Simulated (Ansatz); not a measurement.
# BH₄LiOSi (SMILES [Li][O]B[SiH3]): functionals against CCSD(T) at one geometry

An exercise on one series of results from a longer session: the logs are not shown, and one member is left open.

Computed with Ansatz 0.2.0, Gaussian basis. Level: single points in def2-TZVPP.

Cores are frozen in the correlated methods. The outer core shell of Li, Na, Mg and K is correlated.

## The starting structure

SMILES `[Li][O]B[SiH3]`, 8 atoms, charge 0, spin multiplicity 1.

Atoms are counted from 1 here; the program's logs count them from 0.

Bond lengths: Li1–O2 1.680 Å, O2–B3 1.282 Å, B3–Si4 2.044 Å, B3–H5 1.221 Å, Si4–H6 1.466 Å, Si4–H7 1.492 Å, Si4–H8 1.398 Å. Angles: Li1–O2–B3 176.0°, O2–B3–Si4 115.5°, O2–B3–H5 120.5°, Si4–B3–H5 122.9°, B3–Si4–H6 112.4°, B3–Si4–H7 113.0°, B3–Si4–H8 118.3°, H6–Si4–H7 102.2°, H6–Si4–H8 110.2°, H7–Si4–H8 98.8°.

Coordinates:

```mol
BH4LiOSi
  3D, bonds by distance, orders not assigned

  8  7  0  0  0  0  0  0  0  0999 V2000
   -1.8130   -1.9635    1.9061 Li  0  0
   -0.7719   -0.7817    1.3212 O   0  0
    0.0578    0.1249    0.9578 B   0  0
    0.3643    0.2800   -1.0572 Si  0  0
    0.4468    0.9641    1.7544 H   0  0
   -0.4313    1.3530   -1.6612 H   0  0
    1.7577    0.6841   -1.4066 H   0  0
    0.2763   -0.8796   -1.8322 H   0  0
  1  2  8  0
  2  3  8  0
  3  4  8  0
  3  5  8  0
  4  6  8  0
  4  7  8  0
  4  8  8  0
M  END
```

The first run:

run/in.yaml reads:

```yaml
crystal:
  periodic: [false, false, false]
  atoms:
    - {symbol: Li, position_ang: [-1.813000, -1.963500, 1.906100]}
    - {symbol: O, position_ang: [-0.771900, -0.781700, 1.321200]}
    - {symbol: B, position_ang: [0.057800, 0.124900, 0.957800]}
    - {symbol: Si, position_ang: [0.364300, 0.280000, -1.057200]}
    - {symbol: H, position_ang: [0.446800, 0.964100, 1.754400]}
    - {symbol: H, position_ang: [-0.431300, 1.353000, -1.661200]}
    - {symbol: H, position_ang: [1.757700, 0.684100, -1.406600]}
    - {symbol: H, position_ang: [0.276300, -0.879600, -1.832200]}
basis:
  gaussian: {orbitals: def2-TZVPP}
correlation: {method: ccsd_t}
output: {forces: true}
```

The command line of these runs was not kept.

Steps of the session up to this table: CCSD(T)/def2-TZVPP; PBE0-D4/def2-TZVPP; wB97M-V/def2-TZVPP; r2SCAN-D4/def2-TZVPP; PBE-D4/def2-TZVPP; wB97X-V/def2-TZVPP; HSE06-D4/def2-TZVPP.

One of the session's tables, all rows but one given; the rest of the session is left out.

```
   method  RMS force component (eV/Å)  angle to CCSD(T) forces (°)  dipole (D)
  CCSD(T)                       0.967                    reference        9.19
  PBE0-D4                       0.892                          8.2        9.07
  wB97M-V                       0.889                          4.2        9.08
r2SCAN-D4                       0.900                          5.6        9.18
   PBE-D4                           ?                            ?           ?
  wB97X-V                       0.947                          3.2        9.05
 HSE06-D4                       0.893                          8.2        9.08
```

Q: Estimate the row for PBE-D4 from the others.

As computed: RMS force component (eV/Å): 0.983; angle to CCSD(T) forces (°): 6.4; dipole (D): 9.02. In the column «RMS force component (eV/Å)» it is the highest.
